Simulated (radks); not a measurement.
**Re⁻ inside a hard spherical wall**

What does compression do to the levels of Re⁻? A hard sphere of shrinking radius stands in for pressure; the configuration is held at [Xe] 4f14 5d6 6s2.

Method: scalar-relativistic Kohn-Sham, LDA (Slater exchange, Perdew-Wang correlation), spin-polarised, spherical densities, point nucleus; open shells are filled with parallel spins first. Code: radks (a radial shooting solver on a logarithmic mesh, Libxc functionals) version 1.

## (1) Starting point

| Property | Result |
| --- | --- |
| element | rhenium (Z = 75) |
| charge | -1 |
| electrons | 76 |
| configuration | [Xe] 4f14 5d6 6s2 |

The outer shells:

Re⁻
```
[Xe] core
4f [↑↓][↑↓][↑↓][↑↓][↑↓][↑↓][↑↓]
5d [↑↓][↑ ][↑ ][↑ ][↑ ]
6s [↑↓]
```

## (2) Wall at 20 bohr

The run's settings:

```text
Z 75
configuration [Xe] 4f14 5d6 6s2 6p0 7s0 5f0
relativity scalar-relativistic
functional lda,pw
spin polarised
nucleus point
wall 20 bohr
c 137.035999084
```

## (3) Wall at 15 bohr

Input: that of step 2 with these lines changed.

```diff
@@ -6,3 +6,3 @@
 nucleus point
-wall 20 bohr
+wall 15 bohr
 c 137.035999084
```

## (4) Wall at 10 bohr

Input: that of step 3 with these lines changed.

```diff
@@ -6,3 +6,3 @@
 nucleus point
-wall 15 bohr
+wall 10 bohr
 c 137.035999084
```

## (5) Wall at 8 bohr

Input: that of step 4 with these lines changed.

```diff
@@ -6,3 +6,3 @@
 nucleus point
-wall 10 bohr
+wall 8 bohr
 c 137.035999084
```

## (6) Wall at 7 bohr

Input: that of step 5 with these lines changed.

```diff
@@ -6,3 +6,3 @@
 nucleus point
-wall 8 bohr
+wall 7 bohr
 c 137.035999084
```

## (7) Wall at 6 bohr

Input: that of step 6 with these lines changed.

```diff
@@ -6,3 +6,3 @@
 nucleus point
-wall 7 bohr
+wall 6 bohr
 c 137.035999084
```

## (8) Wall at 5 bohr

Input: that of step 7 with these lines changed.

```diff
@@ -6,3 +6,3 @@
 nucleus point
-wall 6 bohr
+wall 5 bohr
 c 137.035999084
```

## (9) Wall at 3 bohr

Input: that of step 8 with these lines changed.

```diff
@@ -6,3 +6,3 @@
 nucleus point
-wall 5 bohr
+wall 3 bohr
 c 137.035999084
```

**Question.** What will these runs give? Wanted: for each run, R; E − E(widest); ε(5d); ε(7s, empty); ε(6p, empty); ε(5f, empty); pressure.

The runs gave:

```tsv
R (bohr)	E − E(widest) (eV)	ε(5d) (eV)	ε(7s, empty) (eV)	ε(6p, empty) (eV)	ε(5f, empty) (eV)	pressure (GPa)
20	0.000	0.163	1.864	1.949	2.859	0.00384
15	0.054	0.809	2.953	2.680	4.704	0.00310
10	0.187	1.268	5.546	3.569	8.425	0.0730
8	0.590	1.883	8.819	4.584	11.715	0.548
7	1.246	2.555	12.124	5.638	14.366	1.76
6	2.940	3.802	18.039	7.602	18.319	6.42
5	7.792	6.286	29.715	11.710	24.737	27.8
3	90.799	25.903	128.40	52.924	62.936	1311
```

In words: Eigenvalues are for spin up. At the tightest wall, 3 bohr, the energy stands 90.799 eV above the widest wall (20 bohr) and the pressure, −dE/dV, is 1311 GPa. Of the levels in the table that exist at both ends, 7s (empty) rises most from the widest wall (20 bohr) (126.53 eV). From R = 20 bohr inwards the highest occupied level lies above zero, in an anion first from self-interaction, then from the wall. Shells are not refilled when levels cross, and a hard wall is a model, not a crystal.
